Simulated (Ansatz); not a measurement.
Li3ClO, space group Pm-3m, band-curvature effective masses by finite differences

With the Ansatz DFT code, driven from Python.

At the Python prompt:
```pycon
>>> import ansatz
>>> import numpy as np
>>> vectors = np.array([
...     [3.908337, 0.0, 0.0],
...     [0.0, 3.908337, 0.0],
...     [0.0, 0.0, 3.908337],
... ])
>>> cell = (
...     ansatz.Lattice.of(vectors)
...     .atom("Li", (0.0, 0.5, 0.5))
...     .atom("Li", (0.5, 0.0, 0.5))
...     .atom("Li", (0.5, 0.5, 0.0))
...     .atom("Cl", (0.0, 0.0, 0.0))
...     .atom("O", (0.5, 0.5, 0.5))
... )
>>> setup = (
...     cell.calculation()
...     .pseudopotentials("paw")
...     .kpoints(4, 4, 4)  # the mesh must be finer for metals
...     .functional("PBEsol")
...     .occupations("fixed")  # no smearing
... )
>>> # step 1: where the edges lie on the mesh
>>> outcome = setup.band_table().run()
DeckWarning: basis.ecutwfc = 420 eV, auto-derived from the records' recommended cutoffs: set by Li (normal level)
>>> report = outcome.report
>>> outcome.lattice.cell_ang
array([[3.908337, 0.      , 0.      ],
       [0.      , 3.908337, 0.      ],
       [0.      , 0.      , 3.908337]])
>>> report["published_state_doubts"]
[]
>>> report["converged"], report["free_energy_ev"]
(True, -2237.2704245121013)
>>> levels = np.array(report["eigenvalues_ev"])
>>> filled = round(report["n_electrons"] / 2)
>>> edges = {"top filled band": (filled - 1, levels[:, filled - 1].argmax()), "lowest empty band": (filled, levels[:, filled].argmin())}
>>> gap = levels[:, filled].min() - levels[:, filled - 1].max()
>>> print(f"gap on the mesh {gap:.3f} eV")
gap on the mesh 4.604 eV
>>> if gap <= 0.05:
...     print("no gap: band-edge masses have no meaning here")
...     edges = {}
...
>>> reciprocal = 2 * np.pi * np.linalg.inv(outcome.lattice.cell_ang).T
>>> step = 0.04  # 1/A
>>> # second differences give the curvature tensor; masses are hbar^2/m_e = 7.61996 eV A^2 over its eigenvalues
>>> # a slope that is not zero means that the extremum lies off this mesh point
>>> pairs = [(0, 1), (0, 2), (1, 2)]
>>> moves = [sign * axis for axis in np.eye(3) for sign in (-1, 1)]
>>> moves += [s1 * np.eye(3)[i] + s2 * np.eye(3)[j] for i, j in pairs for s1 in (1, -1) for s2 in (1, -1)]
>>> for name, (band, index) in edges.items():
...     together = int(np.sum(np.abs(levels[index] - levels[index, band]) < 2e-3))
...     print(name, "at k =", np.round(report["kpoints_frac"][index], 4), f"E = {levels[index, band]:.4f} eV, degeneracy {together}")
...     centre = np.array(report["kpoints_frac"][index]) @ reciprocal
...     points = [centre] + [centre + step * move for move in moves]
...     table = setup.band_structure(points, intervals=1, cartesian=True).run().band_structure().channels[0].eigenvalues_ev
...     if together > 1:
...         level = np.flatnonzero(np.abs(levels[index] - levels[index, band]) < 2e-3)
...         along = (table[1, level] + table[2, level] - 2 * table[0, level]) / step ** 2
...         print("  degenerate level, no single mass tensor; masses of its branches along x:", np.round(7.61996 / along, 3), "m_e")
...         continue
...     e = table[:, band]
...     hessian = np.diag((e[1:7:2] + e[2:7:2] - 2 * e[0]) / step ** 2)
...     for (i, j), (pp, pm, mp, mm) in zip(pairs, e[7:].reshape(3, 4)):
...         hessian[i, j] = hessian[j, i] = (pp - pm - mp + mm) / (4 * step ** 2)
...     curvatures, axes = np.linalg.eigh(hessian)
...     slope = (e[2:7:2] - e[1:7:2]) / (2 * step)
...     print("  slope (eV A):", np.round(slope, 3) + 0.0, "" if np.abs(slope).max() < 0.05 else "- no extremum here, so these are local curvatures and no band-edge masses")
...     for curvature, axis in zip(curvatures, axes.T):
...         print(f"  principal mass {7.61996 / curvature:8.3f} m_e along", np.round(axis, 2) + 0.0)
...
top filled band at k = [ 0.  -0.5 -0.5] E = 2.9098 eV, degeneracy 2
  degenerate level, no single mass tensor; masses of its branches along x: [-1.529 -1.529] m_e
lowest empty band at k = [0. 0. 0.] E = 7.5138 eV, degeneracy 1
  slope (eV A): [0. 0. 0.]
  principal mass    0.517 m_e along [-0.15  0.98 -0.09]
  principal mass    0.517 m_e along [0.99 0.16 0.04]
  principal mass    0.517 m_e along [-0.05  0.08  1.  ]
```

Total energies depend on the potentials; only differences at equal settings carry meaning. A total without «per atom» is that of the cell as typed. Semilocal gaps usually lie well under measured ones. This cell is a computed structure, which may not be the phase found in nature. Gaps and levels are Kohn-Sham values on a finite set of k-points. Warnings are shown shortened and without file and line. The masses are finite-difference curvatures at extrema found on a coarse mesh, which needn't be the true band edges; a step that is long against the gap makes them too heavy. Negative values are curvatures of valence bands (the hole mass is their size). Spin-orbit coupling is left out, and light masses scale with the Kohn-Sham gap. The whole script took 3.1 s on 1 thread of Arm Neoverse V2, on a shared host, peak memory 0.35 GiB.

(Lines on the test bed's own set-up are left out of the output.)
